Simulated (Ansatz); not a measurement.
# Cs8Sn8I24: the cost of one run

Method: density functional theory in Ansatz 0.2.0, PAW datasets, plane waves.

### 1 The starting cell

40 atoms (8 Cs, 8 Sn, 24 I); a = 12.314 Å, b = 12.314 Å, c = 12.314 Å, α = 90.00°, β = 90.00°, γ = 90.00°.

Steps to follow: (2) PBEsol cell relaxation at the single k point (¼, ¼, ¼), on 1 × NVIDIA H100 80GB HBM3 with 4 threads of AMD EPYC 7R13; (3) HSE06 single point at the Γ point alone, on 1 × NVIDIA H100 80GB HBM3 with 4 threads of AMD EPYC 7R13; (4) r²SCAN single point at the Γ point alone, on 4 threads of AMD EPYC 7R13.

### 2 PBEsol relaxation of the cell and the positions

in.yaml

```yaml
crystal:
  lattice:
    - [12.314462, 0.000000, 0.000000]
    - [0.000000, 12.314462, 0.000000]
    - [0.000000, 0.000000, 12.314462]
  atoms:
    - { symbol: Cs, position: [0.000000, 0.000000, 0.000000] }
    - { symbol: Cs, position: [0.000000, 0.000000, 0.500000] }
    - { symbol: Cs, position: [0.000000, 0.500000, 0.000000] }
    - { symbol: Cs, position: [0.000000, 0.500000, 0.500000] }
    - { symbol: Cs, position: [0.500000, 0.000000, 0.000000] }
    - { symbol: Cs, position: [0.500000, 0.000000, 0.500000] }
    - { symbol: Cs, position: [0.500000, 0.500000, 0.000000] }
    - { symbol: Cs, position: [0.500000, 0.500000, 0.500000] }
    - { symbol: Sn, position: [0.250000, 0.250000, 0.250000] }
    - { symbol: Sn, position: [0.250000, 0.250000, 0.750000] }
    - { symbol: Sn, position: [0.250000, 0.750000, 0.250000] }
    - { symbol: Sn, position: [0.250000, 0.750000, 0.750000] }
    - { symbol: Sn, position: [0.750000, 0.250000, 0.250000] }
    - { symbol: Sn, position: [0.750000, 0.250000, 0.750000] }
    - { symbol: Sn, position: [0.750000, 0.750000, 0.250000] }
    - { symbol: Sn, position: [0.750000, 0.750000, 0.750000] }
    - { symbol: I, position: [0.250000, 0.250000, 0.000000] }
    - { symbol: I, position: [0.250000, 0.250000, 0.500000] }
    - { symbol: I, position: [0.250000, 0.750000, 0.000000] }
    - { symbol: I, position: [0.250000, 0.750000, 0.500000] }
    - { symbol: I, position: [0.750000, 0.250000, 0.000000] }
    - { symbol: I, position: [0.750000, 0.250000, 0.500000] }
    - { symbol: I, position: [0.750000, 0.750000, 0.000000] }
    - { symbol: I, position: [0.750000, 0.750000, 0.500000] }
    - { symbol: I, position: [0.000000, 0.250000, 0.250000] }
    - { symbol: I, position: [0.000000, 0.250000, 0.750000] }
    - { symbol: I, position: [0.000000, 0.750000, 0.250000] }
    - { symbol: I, position: [0.000000, 0.750000, 0.750000] }
    - { symbol: I, position: [0.500000, 0.250000, 0.250000] }
    - { symbol: I, position: [0.500000, 0.250000, 0.750000] }
    - { symbol: I, position: [0.500000, 0.750000, 0.250000] }
    - { symbol: I, position: [0.500000, 0.750000, 0.750000] }
    - { symbol: I, position: [0.250000, 0.000000, 0.250000] }
    - { symbol: I, position: [0.250000, 0.000000, 0.750000] }
    - { symbol: I, position: [0.250000, 0.500000, 0.250000] }
    - { symbol: I, position: [0.250000, 0.500000, 0.750000] }
    - { symbol: I, position: [0.750000, 0.000000, 0.250000] }
    - { symbol: I, position: [0.750000, 0.000000, 0.750000] }
    - { symbol: I, position: [0.750000, 0.500000, 0.250000] }
    - { symbol: I, position: [0.750000, 0.500000, 0.750000] }
  symmetry: { detect: false }
kpoints:
  mp_grid: { grid: [1, 1, 1], shift: [0.25, 0.25, 0.25] }
hamiltonian:
  xc: pbesol
scf:
  occupations: { method: fermi_dirac, width: 0.01 }
relax:
  f_tol: 0.03
  max_steps: 80
  escape_saddle: false
  adjacent_minimum: "off"
  cell: { fix: [shape] }
output:
  forces: true
  eigenvalues: true
  populations: true
```

The run is started by

```sh
$ ansatz run in.yaml --threads 4 --pin off --max-ram 61750MiB --runs-dir r --events-out ev --progress --plain --backend cuda --devices 0, --max-vram 37GiB
```

What time and memory should one allow on 1 × NVIDIA H100 80GB HBM3 with 4 threads of AMD EPYC 7R13, shared host?

About 62 s, with a peak of 1.7 GiB on the host.
